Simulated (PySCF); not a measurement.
# C4H10AsB: geometry, NMR shifts, spin-spin couplings, electronic excitations and core binding energies, part 2 of 2

PySCF 2.14.0. Atoms count from 0. The steps go on from the part before.

**5. TDDFT and polarisability: PBE0/def2-SVPD**

The job: settings as JSON, then the geometry in Å.

```
{"job": {"kind": "uv", "xc": "PBE0", "basis": "def2-SVPD", "ip": true}, "charge": 0, "multiplicity": 1}
C     -3.146013    -0.476342    -0.536890
C     -2.173792    -0.386753     0.373819
C     -0.815555     0.164608     0.118512
As     0.566445    -1.264898     0.247209
B      2.227497    -0.354911    -0.384370
C      2.602445     1.123571    -0.052392
H     -3.002886    -0.120253    -1.562508
H     -4.119458    -0.907581    -0.290548
H     -2.357709    -0.766668     1.387012
H     -0.534897     0.897821     0.891981
H     -0.760203     0.659807    -0.860930
H      0.220786    -2.037034    -1.012617
H      3.028883    -1.058049    -0.961525
H      2.764690     1.649073    -1.012451
H      1.869133     1.696745     0.532231
H      3.581106     1.164823     0.457547
```

With the program's defaults for keys left out, this is: TDDFT PBE0/def2-SVPD, vertical, gas phase, core orbitals frozen in the response.

What it wrote:

```text
coarse grid: 57952 points
cycle   1  E = -2418.1878043635  dE = -4.682e-01  |g| = 4.037e-01  |ddm| = 5.591e+00
cycle   2  E = -2418.1856028847  dE =  2.201e-03  |g| = 4.137e-01  |ddm| = 1.206e+00
cycle   3  E = -2418.2291132207  dE = -4.351e-02  |g| = 4.081e-02  |ddm| = 5.549e-01
cycle   4  E = -2418.2296047586  dE = -4.915e-04  |g| = 1.792e-02  |ddm| = 1.144e-01
cycle   5  E = -2418.2297026604  dE = -9.790e-05  |g| = 5.491e-03  |ddm| = 3.922e-02
cycle   6  E = -2418.2297084676  dE = -5.807e-06  |g| = 6.557e-04  |ddm| = 8.502e-03
final grid: 122840 points
cycle   7  E = -2418.2296420425  dE = -1.213e-07  |g| = 7.626e-04  |ddm| = 1.127e-02
cycle   8  E = -2418.2296418467  dE =  1.958e-07  |g| = 1.141e-03  |ddm| = 3.351e-03
cycle   9  E = -2418.2296422032  dE = -3.565e-07  |g| = 1.652e-04  |ddm| = 1.880e-03
cycle  10  E = -2418.2296422108  dE = -7.523e-09  |g| = 2.334e-05  |ddm| = 2.479e-04
cycle  11  E = -2418.2296422109  dE = -1.014e-10  |g| = 4.800e-06  |ddm| = 4.752e-05
converged SCF energy = -2418.2296422109

Static polarisability (au): isotropic 102.266, principal 82.278 88.585 135.935

Singlet excitations
state   eV       nm        f      main configurations
  1   4.2900    289.0   0.06019   H->L 0.87
  2   4.8340    256.5   0.07835   H-1->L 0.88, H->L 0.09
  3   5.6516    219.4   0.01210   H->L+1 0.90
  4   5.9510    208.3   0.02864   H->L+2 0.92
  5   6.1083    203.0   0.03578   H-2->L 0.81
  6   6.1975    200.1   0.00223   H-3->L 0.83
  7   6.3805    194.3   0.03599   H-1->L+2 0.47, H-1->L+1 0.43
  8   6.5904    188.1   0.05659   H->L+3 0.87
  9   6.8398    181.3   0.53506   H-1->L+1 0.48, H-1->L+2 0.42
 10   7.0107    176.8   0.05493   H->L+4 0.83

Triplet excitations (Tamm-Dancoff, eV): 3.2554 4.1150 4.5657 5.1174
Vertical electron affinity (delta-SCF) = -0.1513 eV
```

Wall time 4.3 min (1 thread of Arm Neoverse V1, shared host); peak memory 0.9 GiB.

Frontier orbitals and where they lie:

```tsv
orbital	eV	atoms
HOMO−3	-9.29	B4 25 %, C5 20 %, H12 14 %
HOMO−2	-8.84	As3 28 %, B4 18 %, H11 11 %
HOMO−1	-7.21	C0 33 %, C1 28 %, As3 10 %
HOMO	-6.77	As3 58 %, B4 16 %, C2 10 %
LUMO	-1.41	B4 46 %, As3 18 %, C5 12 %
LUMO+1	0.02	C0 26 %, C1 26 %, As3 15 %
LUMO+2	0.28	B4 24 %, As3 14 %, C5 8 %
```

With each of the 10 states as a Gaussian band of 0.4 eV half-width at 1/e, the curve within the window shown has maxima at 263 nm (ε 3,700), 182 nm (ε 26,000) L/(mol cm). Beyond the last state computed it falls off for lack of states. The curve at chosen wavelengths:

```csv
nm,ε (L/mol/cm)
170,6782
177,20714
183,25375
190,17018
197,8336
203,5021
210,3288
216,2221
223,1318
230,1002
236,1281
243,2097
250,3006
256,3518
263,3695
270,3589
276,3428
283,3209
290,2906
296,2548
303,2040
309,1583
316,1096
323,707
329,462
336,267
```

Leading natural transition orbitals of singlet state 9: the hole lies on C0 27 %; C1 18 %; As3 14 %; the particle on C0, C1 about 19 % each; H6 11 %; H7 9 %.

Leading natural transition orbitals of singlet state 1: the hole lies on As3 49 %; B4 22 %; H11, H12 about 7 % each; the particle on B4 54 %; H12 12 %; As3 8 %.

Further results of this job:

```tsv
property	computed
dipole moment (D)	1.30
polarisability (Å³)	15.15
HOMO–LUMO gap (eV)	5.36
−ε(HOMO) (eV)	6.77
```

**6. Core-electron binding energies: SCAN, X2C**

Settings changed since step 5:

```diff
@@ -1,2 +1,2 @@
-{"job": {"kind": "uv", "xc": "PBE0", "basis": "def2-SVPD", "ip": true}, "charge": 0, "multiplicity": 1}
+{"job": {"kind": "xps"}, "charge": 0, "multiplicity": 1}
 C     -3.146013    -0.476342    -0.536890
```

Level: delta-SCF UKS SCAN, pcX-2 on the ionised atom, pcseg-1 elsewhere, spin-free X2C.

What it wrote:

```text
ground state, core basis on atom 0 (C), 178 functions
  cycle   1  E = -2438.54059412  |g| = 5.27e-01
  cycle   2  E = -2438.48954928  |g| = 6.70e-01
  cycle   3  E = -2438.61714875  |g| = 7.40e-02
  cycle   4  E = -2438.61869048  |g| = 3.96e-02
  cycle   5  E = -2438.61908029  |g| = 1.58e-02
  cycle   6  E = -2438.61914515  |g| = 6.05e-03
  cycle   7  E = -2438.61915717  |g| = 1.36e-03
  cycle   8  E = -2438.61915566  |g| = 3.43e-04
  E(ground) = -2438.52977656 Eh
hole in C 1s of atom 0
  cycle   1  E = -2427.37932608  |g| = 1.50e+00
  cycle   2  E = -2425.68990941  |g| = 2.04e+00
  cycle   3  E = -2427.65703756  |g| = 6.80e-01
  cycle   4  E = -2427.89560594  |g| = 3.69e-01
  cycle   5  E = -2427.95137882  |g| = 1.64e-01
  cycle   6  E = -2427.96418770  |g| = 4.60e-02
  cycle   7  E = -2427.96546188  |g| = 1.11e-02
  cycle   8  E = -2427.96553557  |g| = 5.85e-03
  cycle   9  E = -2427.96555718  |g| = 2.19e-03
  cycle  10  E = -2427.96556378  |g| = 1.03e-03
  cycle  11  E = -2427.96556631  |g| = 5.80e-04
  cycle  12  E = -2427.96556603  |g| = 1.81e-04
  E(ion) = -2427.87599295 Eh   <S^2> = 0.7816   hole on atom = 1.000   binding energy = 289.904 eV
ground state, core basis on atom 1 (C), 178 functions
  cycle   1  E = -2438.61947677  |g| = 6.18e-02
  cycle   2  E = -2438.61877578  |g| = 5.83e-02
  cycle   3  E = -2438.61926583  |g| = 3.94e-02
  cycle   4  E = -2438.61967437  |g| = 7.66e-03
  cycle   5  E = -2438.61969384  |g| = 8.37e-04
  cycle   6  E = -2438.61969490  |g| = 2.56e-04
  E(ground) = -2438.53044553 Eh
hole in C 1s of atom 1
  cycle   1  E = -2427.36226170  |g| = 1.51e+00
  cycle   2  E = -2425.29518801  |g| = 2.20e+00
  cycle   3  E = -2427.58213740  |g| = 7.04e-01
  cycle   4  E = -2427.85743801  |g| = 4.08e-01
  cycle   5  E = -2427.92712387  |g| = 1.74e-01
  cycle   6  E = -2427.94094369  |g| = 5.93e-02
  cycle   7  E = -2427.94303348  |g| = 1.69e-02
  cycle   8  E = -2427.94329405  |g| = 8.70e-03
  cycle   9  E = -2427.94343076  |g| = 5.52e-03
  cycle  10  E = -2427.94353229  |g| = 4.76e-03
  cycle  11  E = -2427.94359852  |g| = 3.53e-03
  cycle  12  E = -2427.94364334  |g| = 2.01e-03
  cycle  13  E = -2427.94365204  |g| = 8.96e-04
  cycle  14  E = -2427.94365334  |g| = 3.97e-04
  E(ion) = -2427.85378497 Eh   <S^2> = 0.8456   hole on atom = 1.000   binding energy = 290.527 eV
ground state, core basis on atom 2 (C), 178 functions
  cycle   1  E = -2438.61917431  |g| = 5.92e-02
  cycle   2  E = -2438.61894761  |g| = 3.62e-02
  cycle   3  E = -2438.61891496  |g| = 3.67e-02
  cycle   4  E = -2438.61927581  |g| = 8.56e-03
  cycle   5  E = -2438.61929787  |g| = 8.60e-04
  cycle   6  E = -2438.61929466  |g| = 2.21e-04
  E(ground) = -2438.52939948 Eh
hole in C 1s of atom 2
  cycle   1  E = -2427.35335063  |g| = 1.52e+00
  cycle   2  E = -2426.26701782  |g| = 2.04e+00
  cycle   3  E = -2427.82086955  |g| = 4.81e-01
  cycle   4  E = -2427.85682489  |g| = 3.82e-01
  cycle   5  E = -2427.93910328  |g| = 8.44e-02
  cycle   6  E = -2427.94243885  |g| = 1.91e-02
  cycle   7  E = -2427.94264433  |g| = 8.30e-03
  cycle   8  E = -2427.94269473  |g| = 3.82e-03
  cycle   9  E = -2427.94270494  |g| = 1.70e-03
  cycle  10  E = -2427.94271077  |g| = 1.18e-03
  cycle  11  E = -2427.94271484  |g| = 9.39e-04
  cycle  12  E = -2427.94272184  |g| = 7.51e-04
  cycle  13  E = -2427.94272607  |g| = 5.79e-04
  cycle  14  E = -2427.94273197  |g| = 2.76e-04
  E(ion) = -2427.85229180 Eh   <S^2> = 0.7755   hole on atom = 1.000   binding energy = 290.539 eV
ground state, core basis on atom 4 (B), 178 functions
  cycle   1  E = -2438.60946743  |g| = 4.78e-02
  cycle   2  E = -2438.60926280  |g| = 3.25e-02
  cycle   3  E = -2438.60945608  |g| = 2.17e-02
  cycle   4  E = -2438.60962967  |g| = 4.26e-03
  cycle   5  E = -2438.60963260  |g| = 1.09e-03
  cycle   6  E = -2438.60963033  |g| = 3.46e-04
  E(ground) = -2438.52176846 Eh
hole in B 1s of atom 4
  cycle   1  E = -2430.98833766  |g| = 1.16e+00
  cycle   2  E = -2428.47976025  |g| = 2.16e+00
  cycle   3  E = -2431.17108427  |g| = 5.95e-01
  cycle   4  E = -2431.24359668  |g| = 4.96e-01
  cycle   5  E = -2431.41902060  |g| = 1.25e-01
  cycle   6  E = -2431.42551090  |g| = 1.18e-01
  cycle   7  E = -2431.43554762  |g| = 5.13e-02
  cycle   8  E = -2431.43689974  |g| = 3.50e-02
  cycle   9  E = -2431.43801053  |g| = 1.93e-02
  cycle  10  E = -2431.43832213  |g| = 9.04e-03
  cycle  11  E = -2431.43840046  |g| = 6.13e-03
  cycle  12  E = -2431.43843696  |g| = 3.73e-03
  cycle  13  E = -2431.43845201  |g| = 1.60e-03
  cycle  14  E = -2431.43845938  |g| = 1.05e-03
  cycle  15  E = -2431.43846421  |g| = 6.59e-04
  cycle  16  E = -2431.43846678  |g| = 4.84e-04
  E(ion) = -2431.35015643 Eh   <S^2> = 1.1764   hole on atom = 1.000   binding energy = 195.150 eV
ground state, core basis on atom 5 (C), 178 functions
  cycle   1  E = -2438.61693244  |g| = 5.75e-02
  cycle   2  E = -2438.61679014  |g| = 2.61e-02
  cycle   3  E = -2438.61672580  |g| = 2.88e-02
  cycle   4  E = -2438.61701482  |g| = 3.84e-03
  cycle   5  E = -2438.61701997  |g| = 7.88e-04
  cycle   6  E = -2438.61701928  |g| = 1.26e-04
  E(ground) = -2438.52727804 Eh
hole in C 1s of atom 5
  cycle   1  E = -2427.38805362  |g| = 1.50e+00
  cycle   2  E = -2424.93449034  |g| = 2.27e+00
  cycle   3  E = -2427.61029695  |g| = 6.76e-01
  cycle   4  E = -2427.85070333  |g| = 3.90e-01
  cycle   5  E = -2427.93735263  |g| = 1.48e-01
  cycle   6  E = -2427.94879470  |g| = 7.98e-02
  cycle   7  E = -2427.95250253  |g| = 2.45e-02
  cycle   8  E = -2427.95284661  |g| = 9.77e-03
  cycle   9  E = -2427.95289757  |g| = 2.71e-03
  cycle  10  E = -2427.95289864  |g| = 1.34e-03
  cycle  11  E = -2427.95290388  |g| = 7.33e-04
  cycle  12  E = -2427.95290269  |g| = 2.79e-04
  E(ion) = -2427.86229427 Eh   <S^2> = 0.7665   hole on atom = 1.000   binding energy = 290.209 eV
```

Run time: 69 s. Hardware: 1 thread of Arm Neoverse V1, shared host; peak memory 0.5 GiB.

Binding energies by hole, beside the orbital energy of the ground state; the difference holds orbital relaxation and, for a density functional, its self-interaction error:

```tsv
hole	stands for	environment	ΔSCF (eV)	−ε (eV)	⟨S²⟩
C1s on C0	C0	terminal =CH2 carbon	289.90	273.5	0.782
C1s on C1	C1	alkene CH	290.53	274.0	0.846
C1s on C2	C2	allylic sp3 CH2 bonded to As	290.54	274.2	0.776
B1s on B4	B4	boron bonded to C, As, H	195.15 (doubtful)	180.5	1.176
C1s on C5	C5	methyl carbon bonded to B	290.21	273.2	0.766
```

Doubtful: the ion did not converge, its hole moved, or its ⟨S²⟩ is well above 0.75.

**7. Summary of results**

This closing draws on all 2 parts.

| quantity | value |
| --- | --- |
| point group | C1 |
| rotational constants (main isotopes) | 4.41, 1.19, 1.00 GHz |
| 13C shifts against TMS (PBE0/pcSseg-1) | 146.2, 121.9, 26.5, 16.4 ppm |
| 1H shifts against TMS (PBE0/pcSseg-1, means over atoms taken as alike) | 9.16, 6.20, 5.28, 5.18, 3.74, 2.65, 1.52 ppm |
| 75As shifts against AsH3 (PBE0/pcSseg-1) | 414 ppm |
| 11B shifts against BF3·OEt2 (PBE0/pcSseg-1) | 102.8 ppm |
| surface potential, 1st and 99th percentile | -0.75 V and 0.90 V |
| largest coupling of the table (B3LYP/pcSseg-1+pcJ-1) | 1J(C,H) C0–H7, 169.6 Hz |
| lowest singlet (PBE0/def2-SVPD) | 4.29 eV (289 nm), f = 0.060 |
| brightest single state of those computed | state 9, 6.84 eV, f = 0.535 |
| lowest triplet | 3.26 eV |
| vertical electron affinity (ΔSCF) | -0.15 eV (unbound: the value hangs on the basis) |
| C1s binding energies, SCAN/pcX-2 | C2 290.54, C1 290.53, C5 290.21, C0 289.90 eV |

What this shows: The start was shaken at random, so part of the energy gained undoes that. The optimisation took 17 steps and gained 0.915 eV; among the close pairs (by a distance rule), C2–As3 changed most, from 2.124 to 1.992 Å. The most deshielded carbon is C1 (alkene CH), at 146.2 ppm: the olefinic region. At PBE0/pcSseg-1, counted by nearest atom on the grid, the HOMO lies on As3 59 %; B4 15 %, the LUMO on B4 52 %; H12 12 %. In the run at B3LYP/pcSseg-1+pcJ-1, the largest coupling of the table is C0–H7, 169.6 Hz, of which the Fermi-contact term gives 168.5 Hz. Couplings across rotatable bonds belong to this one conformer; where others are populated, the observed values are averages. States above −ε(HOMO) lie where TDDFT describes them poorly and they hang on the basis; the brightest is among them. The C1s levels kept as sound span 0.63 eV, from C0 (terminal =CH2 carbon) up to C2 (allylic sp3 CH2 bonded to As). Spin-orbit coupling is left out, which matters for shieldings and couplings at and beside the heavy atoms.
